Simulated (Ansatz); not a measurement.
# C₃H₇NOSi: small, medium and large basis sets

How large a basis does C₃H₇NOSi need? Two functionals are run in growing sets.

Computed with Ansatz 0.2.0, Gaussian basis. Level: one geometry, several basis sets.

Plan: PBE0-D4/def2-SVP; ωB97M-V/def2-SVP; PBE0-D4/def2-QZVPP; ωB97M-V/def2-QZVPP; the functionals' def2-TZVPP values are taken from earlier runs.

## 1. The geometry

All runs share one geometry, relaxed beforehand with PBE0-D4 in a triple-zeta def2 set.

13 atoms, charge 0, spin multiplicity 1.

Atoms are counted from 1 here; the program's logs count them from 0.

Bond lengths: N1–C2 1.267 Å, N1–H7 1.023 Å, C2–C3 1.472 Å, C2–H8 1.091 Å, C3–O4 1.351 Å, C3–C5 1.339 Å, O4–H9 0.963 Å, C5–Si6 1.859 Å, C5–H10 1.085 Å, Si6–H11 1.487 Å, Si6–H12 1.486 Å, Si6–H13 1.486 Å. Angles: C2–N1–H7 112.8°, N1–C2–C3 128.2°, N1–C2–H8 117.7°, C3–C2–H8 114.1°, C2–C3–O4 118.3°, C2–C3–C5 121.5°, O4–C3–C5 120.2°, C3–O4–H9 110.1°, C3–C5–Si6 123.6°, C3–C5–H10 115.9°, Si6–C5–H10 120.5°, C5–Si6–H11 111.3°, C5–Si6–H12 108.5°, C5–Si6–H13 110.6°, H11–Si6–H12 108.8°, H11–Si6–H13 108.5°, H12–Si6–H13 109.1°.

Coordinates:

```xyz
13
charge 0, multiplicity 1
N     0.11940   -2.96537   -0.23090
C     0.57665   -1.80125   -0.43111
C    -0.02803   -0.51035   -0.06565
O    -1.28638   -0.50910    0.42699
C     0.65403    0.63654   -0.17530
Si   -0.04636    2.29805    0.27910
H    -0.76729   -2.96152    0.27900
H     1.54108   -1.71415   -0.93458
H    -1.72561   -1.33926    0.21330
H     1.67116    0.55014   -0.54293
H    -0.32351    2.38571    1.73710
H     0.94665    3.34281   -0.08230
H    -1.31130    2.55294   -0.45804
```

## 2. PBE0-D4 in def2-SVP

Contents of in.yaml:

```yaml
crystal:
  periodic: [false, false, false]
  atoms:
    - {symbol: N, position_ang: [0.119400, -2.965372, -0.230898]}
    - {symbol: C, position_ang: [0.576651, -1.801251, -0.431105]}
    - {symbol: C, position_ang: [-0.028025, -0.510345, -0.065651]}
    - {symbol: O, position_ang: [-1.286384, -0.509097, 0.426990]}
    - {symbol: C, position_ang: [0.654031, 0.636539, -0.175296]}
    - {symbol: Si, position_ang: [-0.046356, 2.298051, 0.279101]}
    - {symbol: H, position_ang: [-0.767290, -2.961523, 0.279004]}
    - {symbol: H, position_ang: [1.541076, -1.714148, -0.934582]}
    - {symbol: H, position_ang: [-1.725609, -1.339262, 0.213305]}
    - {symbol: H, position_ang: [1.671160, 0.550135, -0.542931]}
    - {symbol: H, position_ang: [-0.323509, 2.385711, 1.737096]}
    - {symbol: H, position_ang: [0.946653, 3.342815, -0.082296]}
    - {symbol: H, position_ang: [-1.311297, 2.552945, -0.458036]}
basis:
  gaussian: {orbitals: def2-SVP}
hamiltonian: {xc: pbe0, dispersion: d4}
output: {orbitals: {seedname: orbitals}}
```

After this run come: ωB97M-V in def2-SVP; PBE0-D4 in def2-QZVPP; ωB97M-V in def2-QZVPP.

Q: Predict the results of all the runs planned. Wanted: PBE0-D4: double and triple zeta above quadruple; ωB97M-V: double and triple zeta above quadruple.

**Answer**, as computed:

| quantity | value |
| --- | --- |
| PBE0-D4: double and triple zeta above quadruple | 11.11, 0.64 eV |
| ωB97M-V: double and triple zeta above quadruple | 11.39, 0.60 eV |

**Reading.** For PBE0-D4 the step from double to triple zeta gains 10.47 eV and the next only 0.64 eV. These are total energies; as a rule much of such shifts cancels in differences, which this series doesn't test.
